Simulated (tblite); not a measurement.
# Cl2H2O4TaV: the cost of one run

Computed with tblite 0.8.0 and PySCF 2.14.0; each step states its level. No surroundings beyond the atoms listed, unless a continuum is named. Atoms count from 0, parts from 1.

1 further run of the same task is left out (for a known fault of the program).

## Step 1: The system as given

10 atoms, charge 0, multiplicity 1; geometry: distance geometry start.

## Step 2: Relaxing the cluster with GFN2-xTB

What the job is given:

```
{"job": {"kind": "relax", "xc": "GFN2-xTB", "basis": "xTB"}, "charge": 0, "multiplicity": 1}
O      1.394696    -2.430993    -1.264853
Ta     0.323405    -0.927108    -0.432172
O     -1.587772    -1.017033    -1.048715
O      1.121445     0.853899    -0.965471
V      0.407266    -1.230711     2.786218
O      0.545622     0.480378     3.562127
Cl    -1.405057    -2.203052     3.491426
Cl     2.167870    -2.401263     3.359813
H      1.882858    -2.378818    -2.117121
H      1.998992     1.205875    -0.690864
```

Method: GFN2-xTB geometry optimisation, gas phase.

The run is started by

```
> OMP_NUM_THREADS=1 python cluster_run.py task.json out
```

The driver reads the jobs from task.json and runs them one after another.

**Question.** How long does this first job take on 1 thread of Arm Neoverse V2, shared host?

About 2.6 s.
